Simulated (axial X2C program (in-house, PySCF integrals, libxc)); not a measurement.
# Linear HHfH⁻ at several levels

One table from this session's results is given with a row withheld; the runs are named, their logs left out.

The runs use an in-house X2C program for linear molecules on PySCF integrals; all-electron X2C, two-component (2c) or spin-free, H dyall-v3z, Hf dyall-v3z.

All values are calculated.

2 further runs of the same task are left out: 2 set aside as unsound or not needed.

Set-up of the first run:

File task.json:

```json
{"zs": [1, 72, 1], "q": -1, "bas": ["dyall-v3z", "dyall-v3z", "dyall-v3z"], "r0": [1.84, 1.84], "symm": 1, "scan": ["PBE0", "HF", "TPSSh"], "levels": ["PBE0", "HF", "r2SCAN"], "nst": 2}
```

Keys: zs atomic numbers; q charge; bas basis sets; r0 starting distance in Å; symm equal bonds; scan levels of the two-bond scan (MP2 follows by itself at each HF point); levels methods; nst determinants followed.

Run with:

```bash
$ python solin.py task.json out
```

Masses H 1.008, Hf 179.947, H 1.008 u.

Among the steps run: Scan at PBE0, 2c; Scan at HF, 2c; Scan at TPSSh, 2c.

One table of the session follows, with a row left open; its other results are not shown here.

```
           level  r(H–Hf) (Å)  r(Hf–H) (Å)  lower stretch (cm⁻¹)  upper stretch (cm⁻¹)
        PBE0, 2c        1.957        1.957                1259.6                1448.7
          HF, 2c        1.982        1.982                1262.3                1462.6
       TPSSh, 2c        1.959        1.959                1266.5                1456.1
         MP2, 2c        1.961        1.961                1284.2                1475.2
 PBE0, spin-free            ?            ?                     ?                     ?
   HF, spin-free        1.983        1.983                1263.5                1468.4
TPSSh, spin-free        1.960        1.960                1268.5                1461.4
  MP2, spin-free        1.964        1.964                1283.3                1481.4
```

Estimate the missing values for PBE0, spin-free.

**Answer.** r(H–Hf) (Å): 1.958; r(Hf–H) (Å): 1.958; lower stretch (cm⁻¹): 1261.1; upper stretch (cm⁻¹): 1454.4. In the column «r(H–Hf) (Å)» it lies between PBE0, 2c (1.957) and TPSSh, 2c (1.959).

Scans not shown above were run alike.

To keep in mind: For an anion the highest level of a functional can be positive, and the basis then holds the extra electron. The molecule was held linear; bending was not examined, so a bent shape may lie lower. Note: functional without a current term on a determinant with orbital currents, of the molecule or an atom.
